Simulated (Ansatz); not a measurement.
# Ge6MoW2: a closer look at a trial structure, part 2 of 3

Aim: for this structure of Ge6MoW2, compute bands, density of states and charges and repeat the electronic structure at other levels of theory.

Ansatz 0.2.0; DFT PBE, scalar-relativistic, plane waves, PAW. Earlier steps stand in the parts before.

### Step 3. Level of theory: r2SCAN

File input.yaml:

```yaml
crystal:
  lattice:
    - [0.0, 4.1441794215, 7.0878518161]
    - [2.3621601868, 0.0, 7.0878518161]
    - [2.3621601868, 4.1441794215, 0.0]
  atoms:
    - { symbol: Ge, position: [0.0042176079, 0.3287384485, 0.6712615515] }
    - { symbol: Ge, position: [0.3377906053, 0.6622093947, 0.3377906053] }
    - { symbol: Ge, position: [0.6712615515, 0.9957823921, 0.0042176079] }
    - { symbol: Ge, position: [0.3287384485, 0.0042176079, 0.9957823921] }
    - { symbol: Ge, position: [0.6622093947, 0.3377906053, 0.6622093947] }
    - { symbol: Ge, position: [0.9957823921, 0.6712615515, 0.3287384485] }
    - { symbol: Mo, position: [0.0, 0.0, 0.0] }
    - { symbol: W, position: [0.6663518213, 0.6663518213, 0.3336481787] }
    - { symbol: W, position: [0.3336481787, 0.3336481787, 0.6663518213] }
basis:
  ecutwfc: 500
kpoints:
  mp_grid: { grid: [10, 10, 10] }
  band_path:
    path:
      - [[0.0, 0.0, 0.0], [0.5, 0.0, 0.5], [1.0, 0.5, 0.5], [0.5, 0.5, 0.0], [0.0, 0.0, 0.0], [0.0, 0.35899051, 0.35899051]]
      - [[1.0, 0.64100949, 0.64100949], [1.0, 0.5, 0.5]]
      - [[0.5, 0.0, 0.5], [0.5, 0.19654355, 0.69654355]]
      - [[0.5, 0.80345645, 0.30345645], [0.5, 0.5, 0.0]]
    npoints: 14
hamiltonian:
  xc: r2scan
scf:
  occupations: { method: gaussian, width: 0.1 }
  n_extra_bands: 22
output:
  forces: true
  stress: true
  eigenvalues: true
  populations: true
  dos: { projected: true, de: 0.02, nscf_kmesh: { grid: [12, 12, 12] } }
  bader: true
  write_density: true
  write_potential: true
  elf: true
  volumetric_format: npy
```

The run is started by

```sh
ansatz run input.yaml --threads 1 --pin off --max-ram 2560MiB --backend cpu --events-out ev --progress --plain --runs-dir out
```

Standard output:

```text
Warning: RAYON_NUM_THREADS=1 ignored (pool sized by the plan → 1); use --threads N
scf.n_extra_bands = 22 over 63 filled bands (N_el = 126.0): the run solves 85 bands
Engine: ansatz 0.2.0, x86_64-unknown-linux-gnu
Pseudopotentials: kind: paw
Pseudopotential: Ge, paw, valence charge 14, recommended cutoff 500 eV (meta_gga), Ge.paw.azcp
Pseudopotential: Mo, paw, valence charge 14, recommended cutoff 500 eV (meta_gga), Mo.paw.azcp
Pseudopotential: W, paw, valence charge 14, recommended cutoff 500 eV (meta_gga), W.paw.azcp
Functional definition: r2SCAN
  parameter k0 = 0.174
  parameter k1 = 0.065
  parameter a1 = 4.9479
  exchange = r2scan_x(k0 = k0, k1 = k1, a1 = a1)
  correlation = r2scan_c
Crystal: 9 atoms, lattice volume = 138.769 Å³
Basis set: ecut = 500 eV, 3523 PW (Γ), exchange–correlation on 240×240×144 points (64 copies of the dense FFT grid, shifted against one another)
Bands: 85, of which v1, the nominal top of the filled ones, is band 63 counted from 1 (62 counted from 0)
Symmetry: 8 space group operations
Space group: Fmmm (ITA 69), of the structure as read, at distance tolerance 5.2e-5 Å
k-points: 171 of 1000
Non-local potential: Ge, projectors of the file, l = 0: 2, l = 1: 2, l = 2: 3, l = 3: 1
Non-local potential: Mo, projectors of the file, l = 0: 3, l = 1: 2, l = 2: 2, l = 3: 1
Non-local potential: W, projectors of the file, l = 0: 3, l = 1: 2, l = 2: 2, l = 3: 1
PAW form: soft (Blöchl's): semilocal exchange-correlation on the pseudo side does not see the compensation charge
PAW frozen core: Ge, regenerated for the run's functional (the file was generated under x = pbe(κ = 0.804, μ = 0.2195149727645171), c = pbe(β = 0.06672455060314922))
PAW frozen core: Mo, regenerated for the run's functional (the file was generated under x = pbe(κ = 0.804, μ = 0.2195149727645171), c = pbe(β = 0.06672455060314922))
PAW frozen core: W, regenerated for the run's functional (the file was generated under x = pbe(κ = 0.804, μ = 0.2195149727645171), c = pbe(β = 0.06672455060314922))
PAW one-centre angular grid: Ge, 590 points (default); XC on 160 Gauss nodes
PAW one-centre angular grid: Mo, 590 points (default); XC on 160 Gauss nodes
PAW one-centre angular grid: W, 590 points (default); XC on 160 Gauss nodes
Initial density: superposition of atomic densities (neutral atoms: chi_scale 0, normalization atom), corrected by the library's trained network
Initial wavefunctions: pseudopotential atomic-orbital guess
Functional: x = r2scan, c = r2scan; τ floored in thin density (d = 2e-4 eV/Å³)
SCF iter   1: F=—  HF=-51579.004869 eV  |F-HF|=—  |Δ(HF+E_count)|=         —  Δρ=1.01e-2  dr2=1.32e-1  dr2_τ=1.17e-1  ethr=1.77e-3  ⟨swp⟩=5.1  Hψ=58378  notcnv=0  defer=396
preconditioner: auto → Kerker (q_TF=auto, 2.685 Å⁻¹)  [metal: Δε(μ)=0.003 eV  Ē_g=21.982 eV  σ=0.100 eV  W_gap=0.02  n_scr=42 (ndim 8)  ℏωp=31.8 eV  f_vac=0.000  D(μ)=2.06/eV (n_scr^D=12)]
SCF iter   2: F=—  HF=-51579.125554 eV  |F-HF|=—  |Δ(HF+E_count)|=   1.21e-1  Δρ=4.14e-3  dr2=1.94e-2  dr2_τ=5.77e-3  ethr=1.05e-4  ⟨swp⟩=2.0  Hψ=26651  notcnv=0  defer=2581
SCF iter   3: F=—  HF=-51579.126987 eV  |F-HF|=—  |Δ(HF+E_count)|=   1.43e-3  Δρ=2.48e-3  dr2=3.77e-3  dr2_τ=2.75e-4  ethr=1.54e-5  ⟨swp⟩=2.0  Hψ=12982  notcnv=0  defer=2581
SCF iter   4: F=—  HF=-51579.128528 eV  |F-HF|=—  |Δ(HF+E_count)|=   1.54e-3  Δρ=5.28e-4  dr2=8.18e-4  dr2_τ=8.93e-5  ethr=2.99e-6  ⟨swp⟩=2.0  Hψ=21202  notcnv=0  defer=2581
SCF iter   5: F=—  HF=-51579.128528 eV  |F-HF|=—  |Δ(HF+E_count)|=   5.37e-7  Δρ=2.05e-4  dr2=8.39e-5  dr2_τ=5.57e-6  ethr=6.49e-7  ⟨swp⟩=2.0  Hψ=20630  notcnv=0  defer=2581
SCF iter   6: F=—  HF=-51579.128632 eV  |F-HF|=—  |Δ(HF+E_count)|=   1.04e-4  Δρ=7.36e-5  dr2=1.50e-5  dr2_τ=1.28e-6  ethr=6.66e-8  ⟨swp⟩=3.0  Hψ=22276  notcnv=0  defer=2581
SCF iter   7: F=—  HF=-51579.128634 eV  |F-HF|=—  |Δ(HF+E_count)|=   2.43e-6  Δρ=1.74e-5  dr2=6.25e-7  dr2_τ=1.95e-8  ethr=1.19e-8  ⟨swp⟩=2.0  Hψ=15559  notcnv=0  defer=2581
SCF iter   8: F=-51579.128635 eV  HF=-51579.128635 eV  |F-HF|=7.76e-9  |Δ(HF+E_count)|=   1.76e-7  Δρ=5.36e-6  dr2=4.46e-8  dr2_τ=3.65e-9  ethr=7.94e-11  ⟨swp⟩=13.8  Hψ=102262  notcnv=0
SCF 1 converged in 8 iterations: F = -51579.128635 eV  dr2 = 4.46e-8
NSCF: frozen V_eff on 116 k-points
NSCF: frozen V_eff on 280 k-points
SCF converged after 8 iterations
Free energy (F): -51579.128635 eV
Harris-Foulkes:  -51579.128635 eV  (|F-HF|=7.76e-9)
Internal energy: -51579.119249 eV  (E = F + TS)
E sigma→0 (E₀):  -51579.123942 eV
Entropy (-TS):   -0.009386 eV (-1.043 meV/atom)
Fermi energy:    16.991017 eV
--- Per-component energies (eV) ---
  E_band       = -721.165760
  E_kinetic    = 2016.697844
  E_local      = -13760.825180  (includes V_loc(G=0)·N_el)
  E_nonlocal   = 2669.905118
  E_hartree    = 5923.095337
  E_xc         = -1095.422743
  E_vxc        = -1191.246065  (∫ρ·V_xc dr)
  E_paw        = -32611.769515  (= ΣΔE_a)
  E_vpaw       = -2369.515651  (= ΣTr[D̂ρ^β])
  E_aug_tail   = -0.000003  (compensation charges beyond the density's cutoff)
  E_vtau       = 67.631205  (kinetic-family band-sum trace: ∫τ·v_τ [+ j·A + Jᵃ·Aᵃ] dr)
  E_ewald      = -14712.888411
  E_core_change = -7.911696  (= ΣΔE_core)
  E_smearing   = -0.009386  (= −TS)
  E_closure    = -0.000000  (closes the sum)
  Σ components = -51579.128635   (vs F -51579.128635, Δ=0.00e0)
--- Forces (eV/Å), atoms counted from 1 ---
  atom   1  Ge     0.00000000     0.11962450     0.02041288
  atom   2  Ge     0.00000000     0.12461222    -0.00000000
  atom   3  Ge     0.00000000     0.11962450    -0.02041288
  atom   4  Ge    -0.00000000    -0.11962450     0.02041288
  atom   5  Ge    -0.00000000    -0.12461222     0.00000000
  atom   6  Ge    -0.00000000    -0.11962450    -0.02041288
  atom   7  Mo     0.00000000     0.00000000     0.00000000
  atom   8  W      0.00000000    -0.00000000     0.00143346
  atom   9  W     -0.00000000     0.00000000    -0.00143346
  max |Σ_I F_I| component: 3.69e-18 eV/Å
--- Stress (GPa, compression-positive) ---
       -3.664958      -0.000000      -0.000000
       -0.000000      -5.799606       0.000000
       -0.000000       0.000000      -3.669914
  P = ⅓ Tr σ = -4.3782 GPa (-43.782 kbar)
--- Band table (eV; the first three rows and the last of 171) ---
  k-point 0: bands = ["-58.9338", "-58.9292", "-45.9158", "-22.6339", "-22.6322", "-22.5721", "-22.5677", "-22.5502", "-22.5364", "-19.3467", "-19.3361", "-19.2768", "-8.5487", "-8.5475", "-8.5061", "-8.5001", "-8.4866", "-8.4851", "-8.4836", "-8.4776", "-8.4727", "-8.4683", "-8.4671", "-8.4564", "-8.4548", "-8.4453", "-8.4397", "-8.4307", "-8.4289", "-8.4263", "-8.4225", "-8.4151", "-8.4133", "-8.4128", "-8.4094", "-8.4007", "-8.3912", "-8.3905", "-8.3848", "-8.3716", "-8.3471", "-8.3460", "2.5829", "5.4976", "5.6153", "10.4115", "10.4307", "10.5742", "10.8669", "11.0322", "11.2414", "11.3425", "11.9017", "14.1894", "14.2038", "14.2620", "14.4379", "14.4385", "14.5336", "14.5954", "14.8411", "14.9954", "17.5215", "19.5274", "19.7304", "19.9233", "19.9827", "20.0380", "20.1086", "20.3090", "20.4358", "20.5122", "20.5454", "20.5751", "20.6596", "20.7897", "21.0699", "21.4625", "21.4747", "22.2264", "22.2883", "22.3917", "24.6227", "24.7202", "25.1707"]
  k-point 1: bands = ["-58.9337", "-58.9293", "-45.9158", "-22.6352", "-22.6333", "-22.5712", "-22.5669", "-22.5500", "-22.5368", "-19.3466", "-19.3366", "-19.2769", "-8.5468", "-8.5458", "-8.5067", "-8.4986", "-8.4910", "-8.4900", "-8.4885", "-8.4843", "-8.4713", "-8.4692", "-8.4651", "-8.4586", "-8.4569", "-8.4511", "-8.4440", "-8.4255", "-8.4231", "-8.4225", "-8.4204", "-8.4180", "-8.4120", "-8.4093", "-8.4067", "-8.3972", "-8.3910", "-8.3878", "-8.3860", "-8.3709", "-8.3483", "-8.3469", "2.6944", "5.4076", "5.8796", "9.5194", "9.6605", "10.3260", "10.9035", "11.1635", "12.0531", "12.0823", "12.2162", "14.0951", "14.1717", "14.2169", "14.3699", "14.4135", "14.6181", "14.6607", "14.7961", "14.9166", "17.1857", "18.9683", "19.1469", "19.3010", "19.6025", "19.8711", "19.9855", "20.0442", "20.3808", "20.5386", "20.7903", "20.8448", "21.1541", "21.3434", "21.5671", "21.9534", "22.0139", "22.1131", "22.6185", "23.2871", "24.5959", "24.6839", "25.7866"]
  k-point 2: bands = ["-58.9334", "-58.9297", "-45.9158", "-22.6382", "-22.6361", "-22.5693", "-22.5650", "-22.5493", "-22.5381", "-19.3465", "-19.3377", "-19.2773", "-8.5418", "-8.5411", "-8.5102", "-8.5035", "-8.4985", "-8.4969", "-8.4952", "-8.4943", "-8.4803", "-8.4725", "-8.4672", "-8.4656", "-8.4605", "-8.4512", "-8.4468", "-8.4237", "-8.4200", "-8.4161", "-8.4129", "-8.4110", "-8.4090", "-8.4070", "-8.3986", "-8.3906", "-8.3888", "-8.3869", "-8.3818", "-8.3684", "-8.3514", "-8.3492", "3.0243", "5.4514", "6.3309", "8.4060", "8.7446", "9.8451", "10.9067", "11.3631", "12.3753", "12.8394", "13.0076", "13.8899", "14.1114", "14.1982", "14.4166", "14.4275", "14.7675", "14.7853", "14.8839", "14.9985", "16.4418", "18.2110", "18.2450", "18.7664", "19.2287", "19.4554", "19.5474", "20.0198", "20.5950", "20.7801", "20.8999", "21.0788", "21.4580", "21.6670", "22.1983", "22.4206", "23.1813", "23.4468", "23.6567", "24.5195", "24.7049", "24.7988", "27.0141"]
  k-point 170: bands = ["-58.9338", "-58.9292", "-45.9158", "-22.6345", "-22.6310", "-22.5715", "-22.5689", "-22.5497", "-22.5368", "-19.3469", "-19.3362", "-19.2768", "-8.5286", "-8.5248", "-8.5208", "-8.5063", "-8.4893", "-8.4839", "-8.4839", "-8.4811", "-8.4734", "-8.4717", "-8.4667", "-8.4580", "-8.4574", "-8.4529", "-8.4482", "-8.4307", "-8.4306", "-8.4252", "-8.4207", "-8.4185", "-8.4133", "-8.4092", "-8.4043", "-8.3938", "-8.3925", "-8.3869", "-8.3760", "-8.3681", "-8.3596", "-8.3542", "3.3164", "3.5319", "6.9173", "10.3504", "10.5971", "10.9977", "11.0208", "11.1688", "11.2934", "11.3281", "12.5282", "13.0447", "13.1447", "14.0262", "14.3709", "14.3884", "15.0689", "15.1643", "15.4081", "15.4276", "15.5606", "18.2843", "18.5883", "19.3820", "19.3976", "19.8139", "20.1520", "20.4062", "20.4912", "20.5331", "20.6964", "20.8214", "20.8746", "21.1889", "21.4485", "21.6486", "22.7515", "24.0367", "24.2208", "24.4241", "25.7211", "25.7778", "26.0746"]
--- Löwdin populations: 9 sites ---
  site symbol       q [e]
     0     Ge     14.0369
     1     Ge     14.0122
     2     Ge     14.0369
     3     Ge     14.0369
     4     Ge     14.0122
     5     Ge     14.0369
     6     Mo     13.9355
     7      W     13.7403
     8      W     13.7403
  spilling = 0.003268 (of n_electrons = 126.000000)
--- Bader charges: 9 sites ---
  site symbol  charge [e]  shift [e]
     0     Ge     -0.1858     0.0001
     1     Ge     -0.1906     0.0001
     2     Ge     -0.1858     0.0001
     3     Ge     -0.1858     0.0001
     4     Ge     -0.1906     0.0001
     5     Ge     -0.1858     0.0001
     6     Mo      0.4101     0.0001
     7      W      0.3571     0.0002
     8      W      0.3571     0.0002
  estimated error of the sums over rays = 5.8e-4 e
```

It took 10 min on 1 thread of Intel Xeon at 2.70GHz, shared host; peak memory 2.2 GiB.

Per atom:

```csv
atom,Löwdin electrons,Bader charge (e),Bader volume (Å³)
Ge1,14.04,-0.19,15.1
Ge2,14.01,-0.19,15.2
Ge3,14.04,-0.19,15.1
Ge4,14.04,-0.19,15.1
Ge5,14.01,-0.19,15.2
Ge6,14.04,-0.19,15.1
Mo7,13.94,+0.41,15.2
W8,13.74,+0.36,16.3
W9,13.74,+0.36,16.3
```

The Löwdin counts miss 0.41 of the 126 electrons, which the atomic orbitals do not span, so they are no charges.

From bands.tsv, the levels nearest the Fermi level at the path's corners, in eV from the Fermi level:

```tsv
point	band 60	band 61	band 62	band 63	band 64	band 65	band 66	band 67
Γ	-2.40	-2.15	-2.00	0.53	2.54	2.74	2.93	2.99
Y	-1.73	-0.68	-0.68	-0.53	-0.53	0.57	0.92	1.03
T	-1.20	-1.15	-0.70	-0.58	-0.06	0.11	1.07	1.36
Z	-1.83	-1.58	-1.56	-1.43	1.29	1.60	2.39	2.41
Γ	-2.40	-2.15	-2.00	0.53	2.54	2.74	2.93	2.99
Σ0	-1.96	-1.95	-0.10	-0.07	0.85	0.86	2.73	2.92
U0	-1.96	-1.95	-0.10	-0.07	0.85	0.86	2.73	2.92
T	-1.20	-1.15	-0.70	-0.58	-0.06	0.11	1.07	1.36
Y	-1.73	-0.68	-0.68	-0.53	-0.53	0.57	0.92	1.03
C0	-1.38	-1.31	-1.22	-0.63	0.21	1.30	1.95	2.10
A0	-1.38	-1.31	-1.22	-0.63	0.21	1.30	1.95	2.10
Z	-1.83	-1.58	-1.56	-1.43	1.29	1.60	2.39	2.41
```

States per cell in windows of 1 eV, from dos.tsv and pdos.tsv (zero at the Fermi level):

| from | to | total | Ge 4s | Ge 4p | Mo 4d | W 5d |
| --- | --- | --- | --- | --- | --- | --- |
| -8 | -7 | 1.30 | 0.59 | 0.39 | 0.09 | 0.19 |
| -7 | -6 | 1.81 | 0.24 | 1.06 | 0.11 | 0.24 |
| -6 | -5 | 3.59 | 0.27 | 2.30 | 0.27 | 0.57 |
| -5 | -4 | 2.98 | 0.41 | 1.49 | 0.29 | 0.60 |
| -4 | -3 | 4.13 | 0.39 | 1.78 | 0.56 | 1.16 |
| -3 | -2 | 10.57 | 0.38 | 3.98 | 2.07 | 3.82 |
| -2 | -1 | 4.54 | 0.16 | 1.47 | 1.02 | 1.79 |
| -1 | 0 | 2.62 | 0.06 | 0.39 | 0.75 | 1.36 |
| 0 | 1 | 2.31 | 0.38 | 0.58 | 0.51 | 0.77 |
| 1 | 2 | 5.46 | 0.91 | 1.19 | 1.28 | 1.91 |
| 2 | 3 | 5.31 | 0.60 | 1.36 | 0.94 | 2.17 |
| 3 | 4 | 5.92 | 0.75 | 2.13 | 0.59 | 1.42 |
| 4 | 5 | 4.92 | 0.41 | 2.29 | 0.34 | 0.96 |
| 5 | 6 | 4.35 | 0.22 | 2.18 | 0.26 | 0.64 |

A further 94 or so states lie below the table's range.

Axes a, b and c in the maps are those of this run's conventional cell (a, b, c = 4.724, 8.288, 14.176 Å).

Density in a lattice plane of the grid's cell (edges 8.29 and 14.18 Å, at 0.000 of the third edge), which holds Ge and Mo and W.

Values in e/Å³, 12 rows by 8 columns:
```
 0.37  0.34  0.28  0.36  0.39  0.36  0.27  0.34
 0.28 20.60  1.23  0.59  3.54  0.59  1.23 20.64
 0.37  0.35  0.27  0.35  0.37  0.35  0.27  0.35
 3.54  0.59  1.23 20.60  0.28 20.64  1.23  0.59
 0.39  0.36  0.28  0.34  0.37  0.34  0.27  0.36
 0.28 20.46  1.23  0.56  6.16  0.56  1.23 20.46
 0.39  0.36  0.27  0.34  0.37  0.34  0.28  0.36
 3.54  0.59  1.23 20.64  0.28 20.60  1.23  0.59
 0.37  0.35  0.27  0.35  0.37  0.35  0.27  0.35
 0.28 20.64  1.23  0.59  3.54  0.59  1.23 20.60
 0.37  0.34  0.27  0.36  0.39  0.36  0.28  0.34
 6.16  0.56  1.23 20.46  0.28 20.46  1.23  0.56
```
Columns run along the first of these edges and rows up along the second, over one cell in 8 and 12 even steps from the bottom left corner. Atoms in the plane (fractional): Ge at (0.34, 0.67), Ge at (0.84, 0.17), Ge at (0.34, 0.00), Ge at (0.84, 0.50), Ge at (0.34, 0.33), Ge at (0.84, 0.83), Ge at (0.16, 0.17), Ge at (0.66, 0.67), Ge at (0.16, 0.50), Ge at (0.66, 0.00), Ge at (0.16, 0.83), Ge at (0.66, 0.33), Mo at (0.00, 0.00), Mo at (0.50, 0.50), W at (0.00, 0.67), W at (0.50, 0.17), W at (0.00, 0.33), W at (0.50, 0.83).

ELF in the same plane.

Ten even steps from ' ' (0.02) to '@' (0.70):
```
@@**==**====**++**====**==**
--****++****======****++****
====  ..##::@@--@@::##..  ==
====..--##--%%%%%%--##--..==
::++##****##++::++##****##++
%%%%--##--..======..--##--%%
--@@::##..  ======  ..##::@@
====****++****--****++****==
++**====**==**@@**==**====**
====    ##::@@--@@::##    ==
++**====**==**@@**==**====**
====****++****--****++****==
--@@::##..  ======  ..##::@@
%%%%--##--..======..--##--%%
::++##****##++::++##****##++
====..--##--%%%%%%--##--..==
====  ..##::@@--@@::##..  ==
--****++****======****++****
@@**==**====**++**====**==**
--@@::##    ======    ##::@@
```
Columns run along the first of these edges and rows up along the second, over one cell in 14 and 20 even steps from the bottom left corner. Atoms in the plane (fractional): Ge at (0.34, 0.67), Ge at (0.84, 0.17), Ge at (0.34, 0.00), Ge at (0.84, 0.50), Ge at (0.34, 0.33), Ge at (0.84, 0.83), Ge at (0.16, 0.17), Ge at (0.66, 0.67), Ge at (0.16, 0.50), Ge at (0.66, 0.00), Ge at (0.16, 0.83), Ge at (0.66, 0.33), Mo at (0.00, 0.00), Mo at (0.50, 0.50), W at (0.00, 0.67), W at (0.50, 0.17), W at (0.00, 0.33), W at (0.50, 0.83).

Both are smooth fields of the valence electrons: close to the nuclei they are not physical.

The highest ELF values outside the cores: 0.58 on the Ge–W line, 1.2 Å from Ge; 0.55 on the Ge–Mo line, 1.2 Å from Ge.

(Continued in part 3 of 3.)
